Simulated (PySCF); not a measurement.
**GeOH₂: singlet, from a trigonal planar start**

Aim: relax GeOH₂ as a singlet from a hand-made trigonal planar geometry, check by its vibrations whether the end is a minimum, and collect its spectrum and constants.

Computed with PySCF 2.14.0. Level: PBE0, basis Ge def2-TZVP, O def2-TZVP, H def2-TZVP, no relativity, density fitting.

**1. The starting structure**

4 atoms, charge 0, spin multiplicity 1.

Bond lengths: Ge1–O2 1.680 Å, Ge1–H3 1.530 Å, Ge1–H4 1.530 Å. Angles: O2–Ge1–H3 120.0°, O2–Ge1–H4 120.0°, H3–Ge1–H4 120.0°.

Coordinates in bohr (charge 0 multiplicity 1):
```
Ge    0.2603    0.4509    0.0000
O    -1.3270   -2.2985    0.0000
H     3.1516    0.4510    0.0000
H    -1.1854    2.9548    0.0000
```

**2. Trigonal planar start, singlet: relaxation**

One driver script runs all steps and calls PySCF; scf.py shows how it sets up the SCF of each step. The optimiser is the driver's own. Before each start the driver seeks the lowest SCF state from one or more starting densities and follows internal instabilities, so scf.py alone need not reach the same state.

The program finds C2v symmetry in the start, which this walk keeps.

File scf.py:

```python
from pyscf import gto, scf, dft
mol = gto.M(atom='''
Ge     0.137755     0.238612     0.000000
O     -0.702199    -1.216315    -0.000000
H      1.667747     0.238646     0.000000
H     -0.627279     1.563602     0.000000''',
    basis={'Ge': 'def2-TZVP', 'O': 'def2-TZVP', 'H': 'def2-TZVP'},
    charge=0, spin=0)
mf = dft.RKS(mol, xc='PBE0')
mf.grids.atom_grid = (50, 194)
aux = {'Ge': 'def2-universal-JKFIT', 'O': 'def2-universal-JKFIT', 'H': 'def2-universal-JKFIT'}
mf = mf.density_fit(auxbasis=aux)
mf.kernel()
```

The runs that follow: Hessian and properties.

Before running it: what results should come out? Wanted: minimum; geometry; wavenumbers; dipole moment; highest occupied, lowest empty level; polar-tensor charge of Ge1; zero-point energy; atomisation energy.

As calculated:

| quantity | value |
| --- | --- |
| minimum | singlet, C2v |
| geometry | Ge–H 1.542 Å (×2), Ge–O 1.632 Å; H–Ge–H 113.2°, H–Ge–O 123.4° (×2) |
| wavenumbers (cm⁻¹) | 577 (b2), 600 (b1), 881 (a1), 998 (a1), 2122 (a1), 2126 (b2) |
| dipole moment | 3.92 D |
| highest occupied, lowest empty level | -7.79, -2.38 eV |
| polar-tensor charge of Ge1 | +1.08 e |
| zero-point energy | 43.7 kJ/mol |
| entropy at 298.15 K | 248.5 J/(mol K) |
| atomisation energy (no zero-point energy) | 1027 kJ/mol |

In words: The molecule stays C2v, as typed, and the end point is a minimum. The strongest infrared band lies at 2126 cm⁻¹ (b2, stretch). Only this shape and spin were tried, so other structures or states may lie lower.
